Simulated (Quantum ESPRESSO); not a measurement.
SiTe, 2 atoms in the cell. The structure is hexagonal, space group P6/mmm (No. 191). Conventional cell: a = 3.714 Å, b = 3.714 Å, c = 4.976 Å, α = 90.00°, β = 90.00°, γ = 120.00°. Around Si (site symmetry 6/mmm) lie 2 Te at 2.49 Å. Te (site symmetry 6/mmm) is surrounded by 2 Si at 2.49 Å. The cell was built by a generator and needn't be a form met in nature.

- Program: Quantum ESPRESSO 7.5
- Task: Wannier functions
- Functional: PBEsol
- Potentials or basis: PseudoDojo 0.4.1 SR PBEsol standard
- Cutoff: 1088 eV
- Density cutoff: 4354 eV
- k mesh: 6 × 6 × 5
- Occupations: fermi-dirac, width 0.05 eV
- Spin: no spin polarisation
- Iterations: 0
- Mixing beta: 0.5
- Most SCF iterations: 120
- SCF threshold: 4e-10 Ry
- k mesh for the Wannier functions: 5 × 5 × 4
- Projections: Si sp, Te sp

Potentials or basis: PseudoDojo 0.4.1 SR PBEsol standard.

Command:

```bash
$ OMP_NUM_THREADS=1 pw.x -in pw.in > pw.out
$ OMP_NUM_THREADS=1 pw.x -in nscf.in > nscf.out
$ wannier90.x -pp w
$ OMP_NUM_THREADS=1 pw2wannier90.x -in pw2wan.in > pw2wan.out
$ wannier90.x w
$ OMP_NUM_THREADS=1 pw.x -in bands.in > bands.out
```

Hardware: 1 thread of Arm Neoverse V1, with other jobs on the host.

How long does it take, and how much memory?

Wall time 5.9 min on 1 thread of Arm Neoverse V1, on a shared host, peak memory 0.19 GiB. Counts: scf iterations 8, k pools 1, bands 16, k points 21, g dense 38729.
